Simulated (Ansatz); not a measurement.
# CH3ClF2OSi: up Jacob's ladder to CCSD(T)

Aim: compute CH3ClF2OSi with functionals from several rungs and with coupled cluster, and see how far each lands from CCSD(T) at the basis-set limit for the atomisation energy.

Computed with Ansatz 0.2.0, Gaussian basis. Level: functionals in def2-TZVPP, the program's frozen cores in correlated methods.

Plan: LDA (SPW92), PBE-D4, revPBE-D4, BLYP-D4, r2SCAN-D4, B97M-V, PBE0-D4, B3LYP-D4, r2SCANh-D4, r2SCAN0-D4, HSE06-D4, BHLYP-D4, CAM-B3LYP-D4, LC-ωPBE, ωB97X-V, ωB97M-V, B2PLYP, PBE-QIDH; CCSD(T)/def2-SVP; CCSD(T)/def2-TZVPP; MP2/def2-QZVPP; extrapolation to the limit; RPA on PBE.

## 1. The relaxed structure

An earlier PBE0-D4 in a triple-zeta def2 set relaxation fixed the geometry.

9 atoms, charge 0, spin multiplicity 1.

Atoms are counted from 1 here; the program's logs count them from 0.

Bond lengths: O1–Si2 1.614 Å, O1–H7 0.959 Å, Si2–F3 1.578 Å, Si2–F4 1.582 Å, Si2–C5 1.859 Å, C5–Cl6 1.790 Å, C5–H8 1.090 Å, C5–H9 1.090 Å. Angles: Si2–O1–H7 118.3°, O1–Si2–F3 106.7°, O1–Si2–F4 111.6°, O1–Si2–C5 113.3°, F3–Si2–F4 107.2°, F3–Si2–C5 109.4°, F4–Si2–C5 108.4°, Si2–C5–Cl6 108.1°, Si2–C5–H8 111.9°, Si2–C5–H9 112.5°, Cl6–C5–H8 107.6°, Cl6–C5–H9 107.7°, H8–C5–H9 108.7°.

## 2. LDA

This LDA is Slater exchange with PW92 correlation.

Input file in.yaml:

```yaml
crystal:
  periodic: [false, false, false]
  atoms:
    - {symbol: O, position_ang: [1.740351, -0.644061, -0.137224]}
    - {symbol: Si, position_ang: [0.282181, -0.275343, -0.721389]}
    - {symbol: F, position_ang: [0.519030, 0.590496, -2.019645]}
    - {symbol: F, position_ang: [-0.514396, -1.569503, -1.159826]}
    - {symbol: C, position_ang: [-0.769652, 0.682417, 0.475211]}
    - {symbol: Cl, position_ang: [-0.798336, -0.207569, 2.028026]}
    - {symbol: H, position_ang: [1.791197, -1.084840, 0.712818]}
    - {symbol: H, position_ang: [-0.362443, 1.674433, 0.670395]}
    - {symbol: H, position_ang: [-1.799433, 0.787867, 0.134434]}
basis:
  gaussian: {orbitals: def2-TZVPP}
hamiltonian: {xc: lda}
output: {orbitals: {seedname: orbitals}}
```

The run is started by

```sh
ansatz run in.yaml --threads 4 --pin off --events-out ev --progress --plain --max-ram 10444MiB
```

After this run come: PBE-D4 (GGA); revPBE-D4 (GGA); BLYP-D4 (GGA); r2SCAN-D4 (meta-GGA); B97M-V (meta-GGA); PBE0-D4 (hybrid); B3LYP-D4 (hybrid); r2SCANh-D4 (hybrid); r2SCAN0-D4 (hybrid); HSE06-D4 (hybrid); BHLYP-D4 (hybrid); CAM-B3LYP-D4 (range-separated); LC-ωPBE (range-separated); ωB97X-V (range-separated); ωB97M-V (range-separated); B2PLYP (double hybrid); PBE-QIDH (double hybrid); CCSD(T) in def2-SVP; CCSD(T) in def2-TZVPP; MP2 in def2-QZVPP; RPA on PBE orbitals.

Before running them: what should the planned runs give, taken together? Wanted: atomisation energy, CCSD(T)/CBS; farthest beyond LDA; mean size of error, GGA; mean size of error, meta-GGA; mean size of error, hybrid; mean size of error, range-separated; mean size of error, double hybrid; gap, smallest and largest; T1 diagnostic.

The runs gave:

```
                               quantity                                              value
        atomisation energy, CCSD(T)/CBS                                     875.6 kcal/mol
functionals within 4.4 kcal/mol (0.5 %)  r2SCAN-D4, B97M-V, CAM-B3LYP-D4, ωB97X-V, ωB97M-V
                    farthest beyond LDA                          BHLYP-D4 (-42.2 kcal/mol)
                mean size of error, GGA                                      12.4 kcal/mol
           mean size of error, meta-GGA                                       3.2 kcal/mol
             mean size of error, hybrid                                      18.0 kcal/mol
    mean size of error, range-separated                                       4.7 kcal/mol
      mean size of error, double hybrid                                      14.2 kcal/mol
              gap, smallest and largest          6.03 eV (LDA (SPW92)), 13.88 eV (LC-ωPBE)
                          T1 diagnostic                                             0.0110
triples share of the correlation energy                                              3.3 %
```

The LDA atomisation energy is off by 128.5 kcal/mol (15 %): it overbinds. PBE-D4 is off by +9.0 kcal/mol. Double hybrids carry the basis error of their MP2 part in triple zeta, and no dispersion term here, so their miss is partly the set-up's. By mean error the best rung here is meta-GGA (3.2 kcal/mol) and the worst beyond LDA is hybrid (18.0 kcal/mol). The gap between the best rungs is small, so their order is not settled. The mean of the hybrids holds BHLYP, with half exact exchange. The reference freezes the cores and leaves out relativity and excitations past (T), so misses under about 4.4 kcal/mol can't be ranked. Hartree-Fock recovers 72 % of the binding; the rest is correlation. CCSD(T) in def2-SVP is off by -76.0 kcal/mol, more than most functionals: a good method in a small basis is no reference. Orbital gaps span 6.0 to 13.9 eV; exact exchange widens them.
